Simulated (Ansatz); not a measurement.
C₂H₄AlFO, SMILES [OH][Al]1[CH2][CH]1F, vertical spin-state energies

Computed with Ansatz 0.2.0, Python API.

Notebook, run cell by cell (the value of a cell's last expression is shown):

In [1]:
```python
import ansatz as az
```

In [2]:
```python
GEOMETRY = """
O    -0.73520    2.18930   -1.45830
Al   -0.19940    0.80220   -0.48260
C     0.75350   -0.87720   -0.11020
C     0.06970   -0.35580    1.10060
F    -1.11770   -1.14420    1.35830
H    -1.62410    1.93300   -1.88840
H     0.40310   -1.79840   -0.55580
H     1.92520   -0.76370    0.00470
H     0.61340   -0.03140    2.01470
"""
```

In [3]:
```python
system = az.Crystal.molecule()
for line in GEOMETRY.strip().splitlines():
    symbol, *xyz = line.split()
    system = system.atom(symbol, [float(v) for v in xyz])
```

In [4]:
```python
setup = system.calculation()
setup = setup.basis(gaussian="cc-pVDZ")
setup = setup.functional("pbe", dispersion="d3bj")
found = {}
for unpaired in [0, 2]:
    report = setup.spin("collinear", total=unpaired).run(threads=1).report
    s = unpaired / 2
    found[unpaired] = report["free_energy_ev"]
    print(f"2S+1 = {unpaired + 1}: E = {found[unpaired]:.5f} eV, <S^2> = {abs(report['mean_field']['state']['spin_squared']):.3f} (pure state {s * (s + 1):.2f})")
lowest = min(found, key=found.get)
for unpaired, e in found.items():
    print(f"multiplicity {unpaired + 1}: {23.060548 * (e - found[lowest]):.1f} kcal/mol above the lowest")
```
```text
2S+1 = 1: E = -13487.45320 eV, <S^2> = 0.000 (pure state 0.00)
2S+1 = 3: E = -13485.82259 eV, <S^2> = 2.003 (pure state 2.00)
multiplicity 1: 0.0 kcal/mol above the lowest
multiplicity 3: 37.6 kcal/mol above the lowest
```

In order: multiplicity 1 (+0.00 eV) and multiplicity 3 (+1.63 eV), all at the one geometry.

Total energies depend on the basis set; only differences at equal settings carry meaning. The geometry is a force-field or estimated start, not a minimum of this method, and the basis set is short of its limit. All parts are taken at fixed geometry, without zero-point energy. Finished in 16 s on 1 thread of Arm Neoverse V1, with other jobs on the host, peak memory 0.26 GiB.

(Lines on the test bed's own set-up are left out of the output.)
